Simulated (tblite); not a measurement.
# C4H9NOSi3: the cost of one run

Computed with tblite 0.8.0 and PySCF 2.14.0, with density-fitted response routines of our own, on a single molecule in the gas phase. Atoms are numbered from 0 throughout.

**1. The molecule as given**

18 atoms, charge 0, multiplicity 1; geometry from: force field or distance geometry start.

Bonds of the start (Å): C0–C1 1.22, C1–Si2 1.82, Si2–O3 1.72, O3–Si4 1.71, Si4–C5 1.82, C5–C6 1.31, C6–Si7 1.82, Si7–N8 1.81, N8–Si4 1.77, C0–H9 1.05, Si2–H10 1.45, Si2–H11 1.46, Si4–H12 1.49, C5–H13 1.10, C6–H14 1.10, Si7–H15 1.46, Si7–H16 1.49, N8–H17 1.06.

**2. Relaxing the molecule with GFN2-xTB**

The job: settings as JSON, then the geometry in Å.

```
{"job": {"kind": "relax", "xc": "GFN2-xTB", "basis": "xTB"}, "charge": 0, "multiplicity": 1}
C      4.784800    -1.509700    -1.145000
C      3.778100    -0.858200    -0.904400
Si     2.283900     0.116300    -0.543100
O      0.946100    -0.957300    -0.605600
Si    -0.450900    -0.075400    -0.151400
C     -0.954600    -0.355300     1.577000
C     -2.247700    -0.485600     1.730500
Si    -3.172600    -0.350000     0.164600
N     -1.878900    -0.541900    -1.088400
H      5.649300    -2.060200    -1.368800
H      2.326500     0.734200     0.773100
H      2.114900     1.125700    -1.589000
H     -0.168600     1.379800    -0.295900
H     -0.233100    -0.407200     2.410000
H     -2.732900    -0.653600     2.700400
H     -3.903500     0.906200     0.027200
H     -4.104800    -1.506400     0.082800
H     -2.044700     0.240200    -1.785800
```

On the command line:

```
> OMP_NUM_THREADS=1 python probes_run.py task.json out
```

This one command runs all jobs of the session in turn.

Q: Estimate the wall time of this first job on 1 thread of Arm Neoverse N1, shared host.

About 4 s.
